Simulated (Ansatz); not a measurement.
# C₂H₉GeN: a spread of methods and bases

Aim: run C₂H₉GeN under a spread of inputs, and see what each costs and gives.

Method: the settings change from run to run; program: Ansatz 0.2.0, Gaussian basis.

### 1 The relaxed structure

The geometry comes from an earlier relaxation with PBE0-D4 in a triple-zeta def2 set; it is a stationary point, not always the lowest conformer.

13 atoms, charge 0, spin multiplicity 1.

Atoms are counted from 1 here; the program's logs count them from 0.

Bond lengths: C1–N2 1.449 Å, C1–H5 1.094 Å, C1–H6 1.094 Å, C1–H7 1.101 Å, N2–Ge3 1.841 Å, N2–H8 1.010 Å, Ge3–C4 1.958 Å, Ge3–H9 1.540 Å, Ge3–H10 1.542 Å, C4–H11 1.091 Å, C4–H12 1.091 Å, C4–H13 1.092 Å. Angles: N2–C1–H5 110.4°, N2–C1–H6 109.5°, N2–C1–H7 115.0°, H5–C1–H6 106.8°, H5–C1–H7 107.6°, H6–C1–H7 107.3°, C1–N2–Ge3 118.7°, C1–N2–H8 111.9°, Ge3–N2–H8 113.3°, N2–Ge3–C4 113.8°, N2–Ge3–H9 106.2°, N2–Ge3–H10 106.2°, C4–Ge3–H9 110.5°, C4–Ge3–H10 109.2°, H9–Ge3–H10 110.9°, Ge3–C4–H11 110.4°, Ge3–C4–H12 110.5°, Ge3–C4–H13 110.3° and more.

### 2 PBE/cc-pVDZ

This run has D3(BJ) dispersion, the search for lower states set to full.

Contents of in.yaml:

```yaml
crystal:
  periodic: [false, false, false]
  atoms:
    - {symbol: C, position_ang: [-0.759683, 1.320025, -1.116412]}
    - {symbol: N, position_ang: [-1.131224, 0.713777, 0.145698]}
    - {symbol: Ge, position_ang: [0.174192, -0.112556, 1.147548]}
    - {symbol: C, position_ang: [1.120029, -1.536055, 0.191274]}
    - {symbol: H, position_ang: [-1.578525, 1.936497, -1.499721]}
    - {symbol: H, position_ang: [0.093199, 1.988049, -0.963182]}
    - {symbol: H, position_ang: [-0.479705, 0.608966, -1.908433]}
    - {symbol: H, position_ang: [-1.979319, 0.171102, 0.067916]}
    - {symbol: H, position_ang: [-0.533343, -0.678607, 2.392743]}
    - {symbol: H, position_ang: [1.178603, 0.990033, 1.538257]}
    - {symbol: H, position_ang: [1.588025, -1.141428, -0.712156]}
    - {symbol: H, position_ang: [0.428102, -2.330686, -0.092560]}
    - {symbol: H, position_ang: [1.900250, -1.963916, 0.823830]}
basis:
  gaussian: {orbitals: cc-pVDZ}
hamiltonian: {xc: {name: PBE}, dispersion: d3bj}
scf: {lower_state_search: full}
output: {forces: true}
```

On the command line:

```
> ansatz run in.yaml --threads 4 --pin off --events-out ev --progress --plain --max-ram 10444MiB
```

The program printed, cut to the lines that bear on the results:

```text
Functional definition: PBE
  name "PBE"
  cite "Perdew, Burke & Ernzerhof, Phys. Rev. Lett. 77, 3865 (1996) doi:10.1103/PhysRevLett.77.3865"
  parent pbe
[...]
1455 factors; their error is unknown
[...]
mean field -60214.33232130 eV, -2212.8358980674 hartree, gradient 3.1e-5 eV, S^2 0.000000; 0 other end points of the search recorded, 0 dependent functions left out
[...]
reference -60214.33235983 eV, -2212.8358994834 hartree; 30, 30 occupied and 84, 84 virtual orbitals, 1455 factors
Total energy: -60214.57832345 eV, -2212.8449384798 hartree
Atom 0 at    -0.759683     1.320025    -1.116412 Å, force    -0.088393    -0.191961     0.216949 eV/Å
Atom 1 at    -1.131224     0.713777     0.145698 Å, force     0.058229     0.586382     0.189262 eV/Å
Atom 2 at     0.174192    -0.112556     1.147548 Å, force     0.190842    -0.164142     0.139887 eV/Å
Atom 3 at     1.120029    -1.536055     0.191274 Å, force    -0.091603     0.152567     0.144562 eV/Å
Atom 4 at    -1.578525     1.936497    -1.499721 Å, force    -0.415912     0.326523    -0.219335 eV/Å
Atom 5 at     0.093199     1.988049    -0.963182 Å, force     0.444366     0.342093     0.060631 eV/Å
Atom 6 at    -0.479705     0.608966    -1.908433 Å, force     0.168900    -0.331508    -0.481817 eV/Å
Atom 7 at    -1.979319     0.171102     0.067916 Å, force    -0.576451    -0.415853    -0.048681 eV/Å
Atom 8 at    -0.533343    -0.678607     2.392743 Å, force    -0.128968    -0.085969     0.210323 eV/Å
Atom 9 at     1.178603     0.990033     1.538257 Å, force     0.157088     0.194640     0.067498 eV/Å
Atom 10 at     1.588025    -1.141428    -0.712156 Å, force     0.236897     0.215780    -0.465263 eV/Å
Atom 11 at     0.428102    -2.330686    -0.092560 Å, force    -0.364940    -0.405906    -0.142704 eV/Å
Atom 12 at     1.900250    -1.963916     0.823830 Å, force     0.409944    -0.222644     0.328688 eV/Å
Dipole moment:    -0.018408    -0.176233    -0.196171 e Å
```

Run time: 1.4 s. Hardware: 4 threads of Arm Neoverse V1, shared host.

Largest force 0.712 eV/Å, dipole 1.27 D.

### 3 B2PLYP/STO-3G

Options: unrestricted orbitals, atoms shaken by 0.15 Å.

Contents of in.yaml:

```yaml
crystal:
  periodic: [false, false, false]
  atoms:
    - {symbol: C, position_ang: [-0.894722, 1.677160, -0.825827]}
    - {symbol: N, position_ang: [-1.107005, 0.933910, 0.110819]}
    - {symbol: Ge, position_ang: [0.160891, -0.032887, 1.133284]}
    - {symbol: C, position_ang: [1.105596, -1.249688, 0.398591]}
    - {symbol: H, position_ang: [-1.595069, 1.876235, -1.648428]}
    - {symbol: H, position_ang: [-0.198713, 2.113933, -1.279981]}
    - {symbol: H, position_ang: [-0.611983, 0.871272, -1.911607]}
    - {symbol: H, position_ang: [-1.806629, 0.012231, 0.154912]}
    - {symbol: H, position_ang: [-0.426215, -0.435867, 2.219958]}
    - {symbol: H, position_ang: [1.422254, 0.871782, 1.478535]}
    - {symbol: H, position_ang: [1.464172, -1.067369, -0.570953]}
    - {symbol: H, position_ang: [0.833141, -2.390897, 0.038813]}
    - {symbol: H, position_ang: [2.004910, -2.095245, 0.695155]}
basis:
  gaussian: {orbitals: STO-3G}
magnetization: {spin_polarized: true, initial_magnetization: 0}
hamiltonian: {xc: {name: B2PLYP}}
```

Launched as before.

The program printed, cut to the lines that bear on the results:

```text
Functional definition: B2PLYP
  name "B2PLYP"
  cite "Grimme, J. Chem. Phys. 124, 034108 (2006) doi:10.1063/1.2148954"
  cite "Becke, Phys. Rev. A 38, 3098 (1988) doi:10.1103/PhysRevA.38.3098"
  cite "Lee, Yang & Parr, Phys. Rev. B 37, 785 (1988) doi:10.1103/PhysRevB.37.785"
[...]
521 factors; integrals over basis functions are off by at most 4.1e-5 eV
[...]
mean field -59504.07180684 eV, -2186.7343055928 hartree, gradient 6.8e-6 eV, S^2 0.000000; 0 other end points of the search recorded, 0 dependent functions left out
12 core orbitals not correlated: weight in the atoms' cores, before any rotation towards them, 1.000 or more for the frozen orbitals, at most 0.000 for the correlated occupied ones
reference -59504.07193121 eV, -2186.7343101633 hartree; 18, 18 occupied and 12, 12 virtual orbitals, 521 factors
second order -8.12029816 eV of doubles, -0.00000000 eV of singles
Total energy: -59506.26441171 eV, -2186.8148823357 hartree
```

Run time: 1 s. Hardware: 4 threads of Arm Neoverse V1, shared host.

⟨S²⟩ 0.000.

### 4 BHLYP/x2c-TZVPPall

Set apart from the defaults: the search for lower states set to full.

Contents of in.yaml:

```yaml
crystal:
  periodic: [false, false, false]
  atoms:
    - {symbol: C, position_ang: [-0.759683, 1.320025, -1.116412]}
    - {symbol: N, position_ang: [-1.131224, 0.713777, 0.145698]}
    - {symbol: Ge, position_ang: [0.174192, -0.112556, 1.147548]}
    - {symbol: C, position_ang: [1.120029, -1.536055, 0.191274]}
    - {symbol: H, position_ang: [-1.578525, 1.936497, -1.499721]}
    - {symbol: H, position_ang: [0.093199, 1.988049, -0.963182]}
    - {symbol: H, position_ang: [-0.479705, 0.608966, -1.908433]}
    - {symbol: H, position_ang: [-1.979319, 0.171102, 0.067916]}
    - {symbol: H, position_ang: [-0.533343, -0.678607, 2.392743]}
    - {symbol: H, position_ang: [1.178603, 0.990033, 1.538257]}
    - {symbol: H, position_ang: [1.588025, -1.141428, -0.712156]}
    - {symbol: H, position_ang: [0.428102, -2.330686, -0.092560]}
    - {symbol: H, position_ang: [1.900250, -1.963916, 0.823830]}
basis:
  gaussian: {orbitals: x2c-TZVPPall}
hamiltonian: {xc: {name: BHLYP}}
scf: {lower_state_search: full}
output: {forces: true}
```

Launched as before.

The program printed, cut to the lines that bear on the results:

```text
Functional definition: BHLYP
  name "BHLYP"
  cite "Becke, J. Chem. Phys. 98, 1372 (1993) doi:10.1063/1.464304"
  cite "Becke, Phys. Rev. A 38, 3098 (1988) doi:10.1103/PhysRevA.38.3098"
  cite "Lee, Yang & Parr, Phys. Rev. B 37, 785 (1988) doi:10.1103/PhysRevB.37.785"
[...]
1593 factors; their error is unknown
[...]
mean field -60822.18733139 eV, -2235.1741576691 hartree, gradient 6.4e-5 eV, S^2 0.000000; 0 other end points of the search recorded, 0 dependent functions left out
[...]
reference -60822.18753468 eV, -2235.1741651399 hartree; 30, 30 occupied and 237, 237 virtual orbitals, 1593 factors
Total energy: -60822.18753468 eV, -2235.1741651399 hartree
Relativity: scalar
Atom 0 at    -0.759683     1.320025    -1.116412 Å, force     0.050063     0.181941    -0.228176 eV/Å
Atom 1 at    -1.131224     0.713777     0.145698 Å, force    -0.168747    -0.285373    -0.066016 eV/Å
[...]
Atom 3 at     1.120029    -1.536055     0.191274 Å, force     0.099852    -0.159198    -0.109981 eV/Å
Atom 4 at    -1.578525     1.936497    -1.499721 Å, force     0.239944    -0.191214     0.110645 eV/Å
Atom 5 at     0.093199     1.988049    -0.963182 Å, force    -0.251844    -0.199122    -0.043959 eV/Å
Atom 6 at    -0.479705     0.608966    -1.908433 Å, force    -0.095240     0.201213     0.254037 eV/Å
Atom 7 at    -1.979319     0.171102     0.067916 Å, force     0.338619     0.227993     0.031907 eV/Å
Atom 8 at    -0.533343    -0.678607     2.392743 Å, force     0.120243     0.096566    -0.202185 eV/Å
Atom 9 at     1.178603     0.990033     1.538257 Å, force    -0.169398    -0.182348    -0.055392 eV/Å
Atom 10 at     1.588025    -1.141428    -0.712156 Å, force    -0.133145    -0.115406     0.257448 eV/Å
Atom 11 at     0.428102    -2.330686    -0.092560 Å, force     0.197759     0.223386     0.079060 eV/Å
Atom 12 at     1.900250    -1.963916     0.823830 Å, force    -0.225167     0.126085    -0.174184 eV/Å
Dipole moment:     0.010865    -0.195686    -0.188198 e Å
```

Run time: 6 s. Hardware: 4 threads of Arm Neoverse V1, shared host; peak memory 0.85 GiB.

Largest force 0.409 eV/Å, dipole 1.31 D.

### 5 RPA/x2c-TZVPPall

Options: a point charge of 2.00 e beside it.

in.yaml: that of step 4 with these lines changed.

```diff
@@ -17,5 +17,4 @@
 basis:
-  gaussian: {orbitals: x2c-TZVPPall}
-hamiltonian: {xc: {name: BHLYP}}
-scf: {lower_state_search: full}
-output: {forces: true}
+  gaussian: {orbitals: x2c-TZVPPall, point_charges: [{charge: 2.00, position_ang: [5.093, -0.832, -0.809]}]}
+hamiltonian: {xc: {name: PBE0}}
+correlation: {method: rpa}
```

Launched as before.

The program printed, cut to the lines that bear on the results:

```text
Functional definition: PBE0
  name "PBE0"
  cite "Adamo & Barone, J. Chem. Phys. 110, 6158 (1999) doi:10.1063/1.478522"
  cite "Perdew, Burke & Ernzerhof, Phys. Rev. Lett. 77, 3865 (1996) doi:10.1103/PhysRevLett.77.3865"
  parent pbe
[...]
1564 factors; integrals over basis functions are off by at most 9.7e-4 eV
[...]
mean field -60814.25499154 eV, -2234.8826495564 hartree, gradient 4.5e-6 eV, S^2 0.000000; 0 other end points of the search recorded, 0 dependent functions left out
12 core orbitals not correlated: weight in the atoms' cores, before any rotation towards them, 1.000 or more for the frozen orbitals, at most 0.000 for the correlated occupied ones
reference -60752.58268144 eV, -2232.6162339632 hartree; 18, 18 occupied and 237, 237 virtual orbitals, 1564 factors
Total energy: -60787.18713296 eV, -2233.8879241009 hartree
Relativity: scalar
```

It took 8 s on 4 threads of Arm Neoverse V1, shared host; peak memory 0.75 GiB.

### 6 BLYP/def2-mTZVP

Set apart from the defaults: multiplicity 3, a point charge of -1.00 e beside it, the search for lower states set to off.

in.yaml: that of step 5 with these lines changed.

```diff
@@ -17,4 +17,5 @@
 basis:
-  gaussian: {orbitals: x2c-TZVPPall, point_charges: [{charge: 2.00, position_ang: [5.093, -0.832, -0.809]}]}
-hamiltonian: {xc: {name: PBE0}}
-correlation: {method: rpa}
+  gaussian: {orbitals: def2-mTZVP, point_charges: [{charge: -1.00, position_ang: [4.820, 0.538, 0.923]}]}
+magnetization: {spin_polarized: true, initial_magnetization: 2}
+hamiltonian: {xc: {name: BLYP}}
+scf: {lower_state_search: off}
```

The command is unchanged.

The program printed, cut to the lines that bear on the results:

```text
Functional definition: BLYP
  name "BLYP"
  cite "Becke, Phys. Rev. A 38, 3098 (1988) doi:10.1103/PhysRevA.38.3098"
  cite "Lee, Yang & Parr, Phys. Rev. B 37, 785 (1988) doi:10.1103/PhysRevB.37.785"
[...]
1245 factors; their error is unknown
[...]
mean field -60224.43751876 eV, -2213.2072572247 hartree, gradient 6.9e-6 eV, S^2 2.003251; 0 other end points of the search recorded, 0 dependent functions left out
reference -60224.43791916 eV, -2213.2072719389 hartree; 31, 29 occupied and 89, 91 virtual orbitals, 1245 factors
Total energy: -60224.43791916 eV, -2213.2072719389 hartree
Checks for a lower state left out: stability, starts, cluster_reference, orbital_swaps, neighbouring_geometries, increment
```

Wall time 1.4 s (4 threads of Arm Neoverse V1, shared host).

⟨S²⟩ 2.003.

### 7 PBE-QIDH/def2-SVPD

Set apart from the defaults: charge +1, multiplicity 2.

in.yaml: that of step 6 with these lines changed.

```diff
@@ -17,5 +17,5 @@
 basis:
-  gaussian: {orbitals: def2-mTZVP, point_charges: [{charge: -1.00, position_ang: [4.820, 0.538, 0.923]}]}
-magnetization: {spin_polarized: true, initial_magnetization: 2}
-hamiltonian: {xc: {name: BLYP}}
-scf: {lower_state_search: off}
+  gaussian: {orbitals: def2-SVPD}
+total_charge: 1
+magnetization: {spin_polarized: true, initial_magnetization: 1}
+hamiltonian: {xc: {name: PBE-QIDH}}
```

Launched as before.

The program printed, cut to the lines that bear on the results:

```text
Functional definition: PBE-QIDH
  name "PBE-QIDH"
  cite "Brémond, Sancho-García, Pérez-Jiménez & Adamo, J. Chem. Phys. 141, 031101 (2014) doi:10.1063/1.4890314"
  cite "Perdew, Burke & Ernzerhof, Phys. Rev. Lett. 77, 3865 (1996) doi:10.1103/PhysRevLett.77.3865"
[...]
1679 factors; integrals over basis functions are off by at most 1.1e-3 eV
[...]
mean field -60181.95725350 eV, -2211.6461362703 hartree, gradient 5.8e-6 eV, S^2 0.761307; 2 other end points of the search recorded, 0 dependent functions left out
12 core orbitals not correlated: weight in the atoms' cores, before any rotation towards them, 1.000 or more for the frozen orbitals, at most 0.000 for the correlated occupied ones
reference -60181.95726775 eV, -2211.6461367942 hartree; 18, 17 occupied and 140, 141 virtual orbitals, 1679 factors
second order -21.08623721 eV of doubles, -0.00000000 eV of singles
Total energy: -60188.98601349 eV, -2211.9044384357 hartree
```

Run time: 9.5 s. Hardware: 4 threads of Arm Neoverse V1, shared host; peak memory 0.76 GiB.

⟨S²⟩ 0.761.

### 8 r2SCANh/def2-SVP

Set apart from the defaults: density fitting with cc-pVTZ-jkfit, D3(BJ) with three-body dispersion, relativity set to scalar, the search for lower states set to full.

in.yaml: that of step 7 with these lines changed.

```diff
@@ -17,5 +17,4 @@
 basis:
-  gaussian: {orbitals: def2-SVPD}
-total_charge: 1
-magnetization: {spin_polarized: true, initial_magnetization: 1}
-hamiltonian: {xc: {name: PBE-QIDH}}
+  gaussian: {orbitals: def2-SVP, fitting: {mean_field: cc-pVTZ-jkfit}}
+hamiltonian: {xc: {name: r2SCANh}, dispersion: d3bjatm, pseudopotentials: {relativity: scalar}}
+scf: {lower_state_search: full}
```

The command is unchanged.

The program printed, cut to the lines that bear on the results:

```text
Functional definition: r2SCANh
  name "r2SCANh"
  cite "Bursch, Neugebauer, Ehlert & Grimme, J. Chem. Phys. 156, 134105 (2022) doi:10.1063/5.0086040"
  cite "Furness, Kaplan, Ning, Perdew & Sun, J. Phys. Chem. Lett. 11, 8208 (2020) doi:10.1021/acs.jpclett.0c02405"
  cite "Furness, Kaplan, Ning, Perdew & Sun, J. Phys. Chem. Lett. 11, 9248 (2020) doi:10.1021/acs.jpclett.0c03077"
  parent r2scan
[...]
714 factors; integrals over basis functions are off by at most 1.2e-1 eV
[...]
mean field -60684.07544051 eV, -2230.0986392949 hartree, gradient 3.7e-5 eV, S^2 0.000000; 0 other end points of the search recorded, 0 dependent functions left out
reference -60684.07545062 eV, -2230.0986396665 hartree; 30, 30 occupied and 89, 89 virtual orbitals, 714 factors
Total energy: -60684.14905361 eV, -2230.1013445265 hartree
Relativity: scalar
```

It took 2.2 s on 4 threads of Arm Neoverse V1, shared host.

### 9 B97/6-31G

Set apart from the defaults: charge +1, multiplicity 2, atoms shaken by 0.15 Å.

Contents of in.yaml:

```yaml
crystal:
  periodic: [false, false, false]
  atoms:
    - {symbol: C, position_ang: [-0.831026, 1.226165, -1.114050]}
    - {symbol: N, position_ang: [-1.002071, 0.927618, 0.028167]}
    - {symbol: Ge, position_ang: [0.207967, -0.262418, 1.218261]}
    - {symbol: C, position_ang: [0.886131, -1.803222, 0.001291]}
    - {symbol: H, position_ang: [-1.560492, 1.808998, -1.519488]}
    - {symbol: H, position_ang: [0.144237, 2.013339, -0.779835]}
    - {symbol: H, position_ang: [-0.567566, 0.664006, -1.905536]}
    - {symbol: H, position_ang: [-2.141537, 0.062107, 0.114595]}
    - {symbol: H, position_ang: [-0.599514, -0.684055, 2.187367]}
    - {symbol: H, position_ang: [1.380923, 0.903898, 1.525216]}
    - {symbol: H, position_ang: [1.249487, -1.107665, -1.013980]}
    - {symbol: H, position_ang: [0.464337, -2.363764, -0.308330]}
    - {symbol: H, position_ang: [1.748243, -1.902956, 0.693863]}
basis:
  gaussian: {orbitals: 6-31G}
total_charge: 1
magnetization: {spin_polarized: true, initial_magnetization: 1}
hamiltonian: {xc: {name: B97}}
```

Same command.

The program printed, cut to the lines that bear on the results:

```text
Functional definition: B97
  name "B97"
  cite "Becke, J. Chem. Phys. 107, 8554 (1997) doi:10.1063/1.475007"
[...]
      + integral(e_c_pw_opposite_spin*poly(b97_u_opposite, cos0, cos1, cos2))
925 factors; integrals over basis functions are off by at most 6.2e-4 eV
[...]
mean field -60196.73808759 eV, -2212.1893219043 hartree, gradient 3.3e-5 eV, S^2 0.757238; 0 other end points of the search recorded, 0 dependent functions left out
reference -60196.73811029 eV, -2212.1893227385 hartree; 30, 29 occupied and 44, 45 virtual orbitals, 925 factors
Total energy: -60196.73811029 eV, -2212.1893227385 hartree
```

Wall time 4.9 s (4 threads of Arm Neoverse V1, shared host).

⟨S²⟩ 0.757.

### 10 wPBEh/6-31G*

This run has relativity set to none.

Contents of in.yaml:

```yaml
crystal:
  periodic: [false, false, false]
  atoms:
    - {symbol: C, position_ang: [-0.759683, 1.320025, -1.116412]}
    - {symbol: N, position_ang: [-1.131224, 0.713777, 0.145698]}
    - {symbol: Ge, position_ang: [0.174192, -0.112556, 1.147548]}
    - {symbol: C, position_ang: [1.120029, -1.536055, 0.191274]}
    - {symbol: H, position_ang: [-1.578525, 1.936497, -1.499721]}
    - {symbol: H, position_ang: [0.093199, 1.988049, -0.963182]}
    - {symbol: H, position_ang: [-0.479705, 0.608966, -1.908433]}
    - {symbol: H, position_ang: [-1.979319, 0.171102, 0.067916]}
    - {symbol: H, position_ang: [-0.533343, -0.678607, 2.392743]}
    - {symbol: H, position_ang: [1.178603, 0.990033, 1.538257]}
    - {symbol: H, position_ang: [1.588025, -1.141428, -0.712156]}
    - {symbol: H, position_ang: [0.428102, -2.330686, -0.092560]}
    - {symbol: H, position_ang: [1.900250, -1.963916, 0.823830]}
basis:
  gaussian: {orbitals: "6-31G*"}
hamiltonian: {xc: {name: wPBEh}, pseudopotentials: {relativity: none}}
```

Same command.

The program printed, cut to the lines that bear on the results:

```text
Functional definition: wPBEh
  name "wPBEh"
  cite "Heyd, Scuseria & Ernzerhof, J. Chem. Phys. 118, 8207 (2003) doi:10.1063/1.1564060"
  cite "Krukau, Vydrov, Izmaylov & Scuseria, J. Chem. Phys. 125, 224106 (2006) doi:10.1063/1.2404663"
  cite "Heyd & Scuseria, J. Chem. Phys. 120, 7274 (2004) doi:10.1063/1.1668634"
  cite "Ernzerhof & Perdew, J. Chem. Phys. 109, 3313 (1998) doi:10.1063/1.476928"
  cite "Perdew, Burke & Ernzerhof, Phys. Rev. Lett. 77, 3865 (1996) doi:10.1103/PhysRevLett.77.3865"
  parent pbe
[...]
1022 factors; integrals over basis functions are off by at most 4.7e-4 eV
135 factors; integrals over basis functions are off by at most 2.6e-7 eV
[...]
mean field -60209.78140785 eV, -2212.6686550829 hartree, gradient 5.8e-5 eV, S^2 0.000000; 0 other end points of the search recorded, 0 dependent functions left out
reference -60209.78144125 eV, -2212.6686563104 hartree; 30, 30 occupied and 68, 68 virtual orbitals, 1022 factors
Total energy: -60209.78144125 eV, -2212.6686563104 hartree
```

It took 1.4 s on 4 threads of Arm Neoverse V1, shared host.

### 11 The runs in one table

| level | charge | multiplicity | geometry | functions | energy (eV) | time |
| --- | --- | --- | --- | --- | --- | --- |
| PBE/cc-pVDZ | 0 | 1 | relaxed | 114 | -60214.578 | 1.4 s |
| B2PLYP/STO-3G | 0 | 1 | shaken | 42 | -59506.264 | 1 s |
| BHLYP/x2c-TZVPPall | 0 | 1 | relaxed | 267 | -60822.188 | 6 s |
| RPA/x2c-TZVPPall | 0 | 1 | relaxed, point charge | 267 | -60787.187 | 8 s |
| BLYP/def2-mTZVP | 0 | 3 | relaxed, point charge | 120 | -60224.438 | 1.4 s |
| PBE-QIDH/def2-SVPD | 1 | 2 | relaxed | 170 | -60188.986 | 9.5 s |
| r2SCANh/def2-SVP | 0 | 1 | relaxed | 119 | -60684.149 | 2.2 s |
| B97/6-31G | 1 | 2 | shaken | 74 | -60196.738 | 4.9 s |
| wPBEh/6-31G* | 0 | 1 | relaxed | 98 | -60209.781 | 1.4 s |

### 12 What came out

```
                                         quantity                      value
                                             runs                          9
                                         quickest         B2PLYP/STO-3G, 1 s
                                          slowest  PBE-QIDH/def2-SVPD, 9.5 s
spread of total energies, same state and geometry                   612.4 eV
                  dipole, same state and geometry             1.27 to 1.31 D
```

**Reading.** PBE-QIDH/def2-SVPD took 10 times as long as B2PLYP/STO-3G. The jobs differ in tasks and options as well as level. The totals spread over 612 eV; they can't be compared across methods or bases. Some of these runs are scalar-relativistic and others not, which shifts the totals of all-electron atoms past neon by eV; core potentials, where a basis has them, take the core out of the total altogether. At the PBE0-D4/def2-TZVP geometry and in the same state, runs without warnings or point charges leave forces up to 0.71 eV/Å (PBE/cc-pVDZ).
